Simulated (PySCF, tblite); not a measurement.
# C8H14O2: geometry, infrared bands, NMR shifts and electronic excitations

Wanted: the infrared bands, NMR shifts and electronic excitations of C8H14O2 (`CC(=O)OC1CCCCC1`), by calculation.

The runs use tblite 0.8.0 and PySCF 2.14.0, with density-fitted response routines of our own; the level of theory stands in each step. All values are computed, except where a source is named. Atoms are numbered from 0 throughout.

## Step 1: The starting structure

24 atoms, charge 0, multiplicity 1; geometry from: force field or distance geometry start.

Bonds of the start (Å): C0–C1 1.51, C1–O2 1.21, C1–O3 1.36, O3–C4 1.43, C4–C5 1.53, C5–C6 1.52, C6–C7 1.52, C7–C8 1.53, C8–C9 1.52, C9–C4 1.53, C0–H10 1.09, C0–H11 1.09, C0–H12 1.10, C4–H13 1.11, C5–H14 1.10, C5–H15 1.10, C6–H16 1.09, C6–H17 1.10, C7–H18 1.10, C7–H19 1.10, C8–H20 1.10, C8–H21 1.09, C9–H22 1.09, C9–H23 1.10.

## Step 2: Geometry optimisation with GFN2-xTB

What the job is given:

```
{"job": {"kind": "relax", "xc": "GFN2-xTB", "basis": "xTB"}, "charge": 0, "multiplicity": 1}
C      3.888900     0.197700     0.058100
C      2.534000     0.132500    -0.613800
O      2.378100    -0.099300    -1.790500
O      1.556700     0.353300     0.304700
C      0.205700     0.300600    -0.175800
C     -0.664200     1.126400     0.770100
C     -2.136900     1.051800     0.403300
C     -2.614400    -0.392600     0.339100
C     -1.753300    -1.236800    -0.605600
C     -0.284400    -1.150100    -0.235300
H      4.659500     0.025500    -0.687300
H      4.022500     1.189900     0.494300
H      3.950200    -0.570000     0.839000
H      0.159500     0.760100    -1.182400
H     -0.514100     0.786000     1.804900
H     -0.328100     2.173000     0.776300
H     -2.299300     1.540100    -0.558400
H     -2.731800     1.593500     1.146100
H     -3.664100    -0.418600     0.005600
H     -2.591800    -0.837700     1.344700
H     -1.901600    -0.877500    -1.632700
H     -2.087800    -2.275900    -0.575100
H      0.319200    -1.711400    -0.951200
H     -0.114300    -1.640400     0.729600
```

On the command line:

```bash
> OMP_NUM_THREADS=1 python probes_run.py task.json out
```

The driver reads the jobs from task.json and runs them one after another.

**Question.** This job is followed by: GFN2-xTB harmonic vibrations, gas phase; PBE0-D3(BJ)/def2-SVP geometry optimisation, gas phase; GIAO PBE0/pcSseg-1 NMR shielding, non-relativistic, gas phase; TDDFT CAM-B3LYP/def2-SVPD, vertical, gas phase, core orbitals frozen in the response. What will the session give for the following? strongest single infrared mode (GFN2-xTB); zero-point energy (GFN2-xTB); point group; rotational constants (main isotopes); 13C shifts against TMS (PBE0/pcSseg-1, means over atoms taken as alike); 1H shifts against TMS (PBE0/pcSseg-1, means over atoms taken as alike); 17O shifts against H2O (PBE0/pcSseg-1); surface potential, 1st and 99th percentile; lowest singlet (CAM-B3LYP/def2-SVPD); brightest single state of those computed; lowest triplet; vertical ionisation energy (ΔSCF).

**Answer**, as computed:

| quantity | value |
| --- | --- |
| strongest single infrared mode (GFN2-xTB) | 1779 cm⁻¹, 439 km/mol |
| zero-point energy (GFN2-xTB) | 130.8 kcal/mol |
| point group | C1 |
| rotational constants (main isotopes) | 3.10, 0.73, 0.65 GHz |
| 13C shifts against TMS (PBE0/pcSseg-1, means over atoms taken as alike) | 173.5, 72.0, 33.3, 27.6, 26.7, 22.4 ppm |
| 1H shifts against TMS (PBE0/pcSseg-1, means over atoms taken as alike) | 4.28, 1.96, 1.88, 1.62, 1.48, 1.22, 1.05, 1.00 ppm |
| 17O shifts against H2O (PBE0/pcSseg-1) | 447.9, 239.9 ppm |
| surface potential, 1st and 99th percentile | -1.71 V and 0.82 V |
| lowest singlet (CAM-B3LYP/def2-SVPD) | 5.95 eV (208 nm), f = 0.001 |
| brightest single state of those computed | state 3, 8.01 eV, f = 0.147 |
| lowest triplet | 5.43 eV |
| vertical ionisation energy (ΔSCF) | 10.13 eV |

In words: The optimisation took 39 steps and gained 0.078 eV; among the close pairs (by a distance rule), C1–O3 changed most, from 1.359 to 1.334 Å (GFN2-xTB). The lowest mode is imaginary (53i cm⁻¹), so the xTB geometry is not a minimum. The strongest single mode, at 1779 cm⁻¹, moves mainly C1 and O2. GFN2-xTB is a fitted tight-binding method: band positions and strengths are rough. Its intensities can rank the bands wrongly. The optimisation took 4 steps and gained 0.047 eV; among the close pairs (by a distance rule), C7–H19 changed most, from 1.092 to 1.105 Å (PBE0/def2-SVP). H13 (hydrogen on an sp3 CH bonded to O) lies farthest downfield among hydrogen, at 4.28 ppm; its carbon carries O, hence the downfield position. At PBE0/pcSseg-1: The largest span, 692 ppm, is at O2, where the paramagnetic term is -519 ppm. The lowest singlet, at 5.95 eV, is HOMO→LUMO+1 0.69, HOMO→LUMO+2 0.14 and is weak; of the 10 states computed, the strongest absorption comes from state 3 at 8.01 eV. The lowest triplet lies 0.52 eV below the lowest singlet (triplets in Tamm-Dancoff, singlets in full TDDFT). ΔSCF puts the ionisation energy at 10.13 eV, 0.75 eV above −ε(HOMO).
